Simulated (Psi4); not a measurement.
**SnNH3O (SMILES [NH2][Sn][OH]), step by step**

Aim: a series of 9 runs (PBE0-D4/def2-TZVP, PBE-D4/def2-TZVPP, r2SCAN-D4/def2-TZVPP, B3LYP-D4/def2-TZVPP, PBE0-D4/def2-TZVPP, wB97M-V/def2-TZVPP, CCSD(T)/def2-TZVPP, MP2/def2-QZVPP) of SnNH3O. 

Program for the calculation: Psi4 1.11.

## (1) The structure to begin with

The species is SnNH3O (6 atoms), meant as a singlet with charge 0. SMILES: `[NH2][Sn][OH]`. The run starts from this shape.

Bond lengths: N1–Sn2 2.022 Å, Sn2–O3 1.984 Å, N1–H4 1.009 Å, N1–H5 1.009 Å, O3–H6 0.960 Å. Angles: N1–Sn2–O3 96.5°, Sn2–N1–H4 123.0°, Sn2–N1–H5 126.3°, Sn2–O3–H6 116.4°, H4–N1–H5 110.7°.

## (2) A geometry optimisation at PBE0-D4/def2-TZVP (density fitting, core potential) (run 2)

File input.in:

```
memory 3300 MB

molecule {
  0 1
  N     -0.727530     0.011840    -0.778280
  Sn     0.718300    -1.264000    -0.170370
  O      1.355490    -0.171700     1.357980
  H     -1.324900    -0.171020    -1.570180
  H     -0.958050     0.898590    -0.354680
  H      0.905390     0.664240     1.503010
  units angstrom
  symmetry c1
}

set basis def2-TZVP
set reference rks
set scf_type df
set geom_maxiter 50
set max_force_g_convergence 0.0002

energy_value, wavefunction = optimize('pbe0-d4', return_wfn=True)
print_variables()
```

Started as:

```bash
psi4 -i input.in -o input.out -n 2
```

input.out:

```text
[...]
  Running in c1 symmetry.
[...]
  Nuclear repulsion =  126.400198037188801
[...]
  Multiplicity = 1
[...]
  Nalpha       = 20
  Nbeta        = 20
[...]
    Number of basis functions: 130
[...]
   @DF-RKS iter   1:  -345.39742296084830   -1.15741e+00   9.85071e-03 DIIS/ADIIS
[...]
   @DF-RKS iter  13:  -346.04822201367421   -2.10321e-12   2.63269e-09 DIIS
[...]
    Orbital Energies [Eh]
    ---------------------
    Doubly Occupied:
       1A    -19.174927     2A    -14.359475     3A     -5.130722
       4A     -3.468385     5A     -3.461633     6A     -3.457787
       7A     -1.046714     8A     -1.033785     9A     -1.029692
      10A     -1.026171    11A     -1.020990    12A     -0.956997
      13A     -0.842355    14A     -0.510221    15A     -0.490452
      16A     -0.441406    17A     -0.326817    18A     -0.316165
      19A     -0.269571    20A     -0.268107
[...]
  @DF-RKS Final Energy:  -346.04822201367421
   => Energetics <=
    Nuclear Repulsion Energy =            126.4001980371888010
    One-Electron Energy =                -809.0550877553591818
    Two-Electron Energy =                 362.9482003732419457
    DFT Exchange-Correlation Energy =     -26.3383301606070503
    Empirical Dispersion Energy =          -0.0032025081387427
    VV10 Nonlocal Energy =                  0.0000000000000000
    Total Energy =                       -346.0482220136742058
[...]
 Multipole Moments:
 ------------------------------------------------------------------------------------
     Multipole            Electronic (a.u.)      Nuclear  (a.u.)        Total (a.u.)
 ------------------------------------------------------------------------------------
 L = 1.  Multiply by 2.5417464519 to convert [e a0] to [Debye]
 Dipole X            :          8.7818669           -9.4385429           -0.6566760
 Dipole Y            :        -22.9443567           23.1369281            0.1925714
 Dipole Z            :         -7.8831240            7.3123575           -0.5707666
 Magnitude           :                                                    0.8911125
[...]
  -Total Gradient:
     Atom            X                  Y                   Z
    ------   -----------------  -----------------  -----------------
       1       -0.000089535877     0.000145420599     0.000012002971
       2        0.000023922255    -0.000004478270     0.000022151736
       3       -0.000009445276    -0.000034880216    -0.000036209264
       4       -0.000011255228    -0.000034650508    -0.000037444594
       5        0.000027152506     0.000006845010     0.000034433303
       6       -0.000032592143     0.000007538727    -0.000029840034
[...]
```

Standard output:

```text
Optimizer: Optimization complete!
```

Run time: 17 s. Hardware: 2 threads of AMD EPYC 7R43 (Zen 3), shared host; peak memory 0.68 GiB.

## (3) Vibrational wavenumbers at PBE0-D4/def2-TZVP (density fitting, core potential) (run 3)

File input.dat:

```
memory 3300 mb

molecule {
  N
  Sn 1 r2
  O 2 r3 1 a3
  H 1 r4 2 a4 3 d4
  H 1 r5 4 a5 2 d5
  H 3 r6 2 a6 1 d6

  r2 = 2.021818
  r3 = 1.983679
  a3 = 96.53955
  r4 = 1.00866
  a4 = 123.03695
  d4 = -179.99444
  r5 = 1.009407
  a5 = 110.70027
  d5 = -179.9964
  r6 = 0.960427
  a6 = 116.42838
  d6 = 0.0014
  symmetry c1
}

set globals {
  basis                      def2-TZVP
  scf_type                   df
  rotational_symmetry_number 1
}

e = frequencies("pbe0-d4")
```

Started as:

```bash
psi4 input.dat output.dat -n 2
```

output.dat:

```text
[...]
    !!!  WARNING: ECP capability is in beta. Please check occupations closely.  !!!
[...]
  Running in c1 symmetry.
[...]
  Nuclear repulsion =  126.400196572664981
[...]
  Multiplicity = 1
[...]
  Nalpha       = 20
  Nbeta        = 20
[...]
    Number of basis functions: 130
[...]
 WARNING: Atomic UHF is not converging! Try casting from a smaller basis or call Rob at CCMST.
   -------------------------
[...]
   @DF-RKS iter   1:  -345.44363937679555   -1.04541e+00   9.45787e-03 ADIIS/DIIS
[...]
   @DF-RKS iter  13:  -346.04821827489189   -4.03588e-12   3.31014e-09 DIIS
[...]
  @DF-RKS Final Energy:  -346.04821827489189
   => Energetics <=
    Nuclear Repulsion Energy =            126.4004968662867441
    One-Electron Energy =                -809.0561344695290700
    Two-Electron Energy =                 362.9487374518822662
    DFT Exchange-Correlation Energy =     -26.3381153585707573
    Empirical Dispersion Energy =          -0.0032027649611003
    VV10 Nonlocal Energy =                  0.0000000000000000
    Total Energy =                       -346.0482182748918945
[...]
  -Total Gradient:
     Atom            X                  Y                   Z
    ------   -----------------  -----------------  -----------------
       1       -0.000000578560    -0.000828346111    -0.000831095300
       2       -0.000000350842    -0.000084674719    -0.000005953867
       3        0.000000379091     0.000925848073     0.001351000734
       4        0.000000753381     0.000130244846     0.000044238538
       5       -0.000000257808     0.000661690846     0.000682976332
       6        0.000000051016    -0.000810503390    -0.001370969009
[...]
  ==> Harmonic Vibrational Analysis <==
[...]
  Freq [cm^-1]                 200.2999            280.5084            330.9482
[...]
  IR activ [km/mol]             9.4677              1.7674             306.0309
[...]
  Freq [cm^-1]                 407.1586            582.1825            599.5740
[...]
  IR activ [km/mol]            27.0327             85.6449             39.8662
[...]
  Freq [cm^-1]                 608.5055            753.7816           1549.9804
[...]
  IR activ [km/mol]            118.9156            35.7046             23.0089
[...]
  Freq [cm^-1]                3568.3523           3681.0658           3880.8563
[...]
  IR activ [km/mol]             6.0632             15.0611             25.8741
[...]
  Total E_0, Enthalpy at 0 [K]                                                         -346.01076162 [Eh]
[...]
  Total H, Enthalpy at  298.15 [K]                                                     -346.00471182 [Eh]
[...]
  Total G, Gibbs energy at  298.15 [K]                                                 -346.03944762 [Eh]
[...]
```

The script printed:

```text
Warning: used thermodynamics relations inappropriate for low-frequency modes: ['200.2999' '280.5084' '330.9482' '407.1586' '582.1825' '599.5740'
 '608.5055']
```

It took 5.1 min on 2 threads of AMD EPYC 7R43 (Zen 3), shared host; peak memory 0.82 GiB.

Runs 4 to 9 aren't shown in full; the table further down has their settings and results.

## (4) The energy at MP2/def2-QZVPP (density fitting, core potential, density fitting for correlation) (run 10)

File input.inp:

```
memory 3300 mb

molecule m {
  0 1
  N     -0.727530     0.011840    -0.778280
  Sn     0.718300    -1.264000    -0.170370
  O      1.355490    -0.171700     1.357980
  H     -1.324900    -0.171020    -1.570180
  H     -0.958050     0.898590    -0.354680
  H      0.905390     0.664240     1.503010
  units angstrom
  symmetry c1
}

set scf_type df
set num_frozen_docc 6

result, w = energy("mp2/def2-QZVPP", return_wfn=True)
```

Started as:

```bash
psi4 -i input.inp -o input.out -n 2
```

input.out:

```text
[...]
    !!!  WARNING: ECP capability is in beta. Please check occupations closely.  !!!
[...]
  Running in c1 symmetry.
[...]
  Nuclear repulsion =  126.400198037188801
[...]
  Multiplicity = 1
[...]
  Nalpha       = 20
  Nbeta        = 20
[...]
    Number of basis functions: 286
[...]
   @DF-RHF iter   1:  -344.16207618851001   -1.95789e+00   3.23909e-03 ADIIS/DIIS
[...]
   @DF-RHF iter  12:  -344.52017347813330   -6.16183e-11   5.90225e-09 DIIS
[...]
    Orbital Energies [Eh]
    ---------------------
    Doubly Occupied:
       1A    -20.521634     2A    -15.532764     3A     -5.854978
       4A     -4.047820     5A     -4.041769     6A     -4.038351
       7A     -1.340762     8A     -1.318569     9A     -1.313262
      10A     -1.308729    11A     -1.301969    12A     -1.248550
      13A     -1.098220    14A     -0.661748    15A     -0.640607
      16A     -0.593084    17A     -0.478701    18A     -0.474242
      19A     -0.394375    20A     -0.354408
[...]
  @DF-RHF Final Energy:  -344.52017347813330
   => Energetics <=
    Nuclear Repulsion Energy =            126.4001980371888010
    One-Electron Energy =                -808.7116570539782288
    Two-Electron Energy =                 337.7912855386560977
    Total Energy =                       -344.5201734781333016
[...]
 Multipole Moments:
 ------------------------------------------------------------------------------------
     Multipole            Electronic (a.u.)      Nuclear  (a.u.)        Total (a.u.)
 ------------------------------------------------------------------------------------
 L = 1.  Multiply by 2.5417464519 to convert [e a0] to [Debye]
 Dipole X            :          8.8141973           -9.4385429           -0.6243457
 Dipole Y            :        -23.0163565           23.1369281            0.1205716
 Dipole Z            :         -7.9026469            7.3123575           -0.5902894
 Magnitude           :                                                    0.8676328
[...]
```

It took 14 s on 2 threads of AMD EPYC 7R43 (Zen 3), shared host; peak memory 0.76 GiB.

## (5) Overview of the runs

```csv
run,level,task,geom maxiter,energy (Eh),dipole moment (D),HOMO energy (eV),LUMO energy (eV),wall time
2,"PBE0-D4/def2-TZVP (density fitting, core potential)",optimise,50,-346.048222,2.26,-7.30,-1.51,17 s
3,"PBE0-D4/def2-TZVP (density fitting, core potential)",frequencies,–,-346.048222,2.26,–,–,5.1 min
4,"PBE-D4/def2-TZVPP (density fitting, core potential)",energy,–,-346.048932,2.19,-5.93,-2.17,22 s
5,"r2SCAN-D4/def2-TZVPP (density fitting, core potential)",energy,–,-346.203876,2.24,-6.23,-2.09,44 s
6,"B3LYP-D4/def2-TZVPP (density fitting, core potential)",energy,–,-346.275063,2.20,-7.04,-1.75,18 s
7,"PBE0-D4/def2-TZVPP (density fitting, core potential)",properties,–,-346.051578,2.21,-7.30,-1.52,17 s
8,"wB97M-V/def2-TZVPP (density fitting, core potential)",energy,–,-346.096982,2.18,-9.56,0.15,42 s
9,"CCSD(T)/def2-TZVPP (density fitting, core potential, density fitting for correlation)",energy,–,-345.312601,–,-9.61,1.01,4.4 min
10,"MP2/def2-QZVPP (density fitting, core potential, density fitting for correlation)",energy,–,-345.543991,–,-9.64,0.88,14 s
```

## (6) Results

| quantity | value |
| --- | --- |
| run 10, MP2/def2-QZVPP: total energy | -345.54399 Eh |
| run 10, MP2/def2-QZVPP: HOMO energy (Hartree–Fock orbitals) | -9.64 eV |
| run 10, MP2/def2-QZVPP: LUMO energy (Hartree–Fock orbitals) | 0.88 eV |
| run 10, MP2/def2-QZVPP: HOMO–LUMO gap (Hartree–Fock orbitals) | 10.52 eV |
| run 10, MP2/def2-QZVPP: correlation energy (6 core orbitals frozen) | -1023.8 mEh |

**Reading.** Over runs 2, 3, 4, 5, 6, 7, 8 the dipole moment (its size) runs from 2.18 D (wB97M-V/def2-TZVPP) to 2.26 D (PBE0-D4/def2-TZVP). The two ends differ in method and basis. Over runs 2, 4, 5, 6, 7, 8 the HOMO–LUMO gap runs from 3.76 eV (PBE-D4/def2-TZVPP) to 9.71 eV (wB97M-V/def2-TZVPP). Totals of different functionals can't be ranked against each other. All runs together took 12 min, the longest 5.1 min.
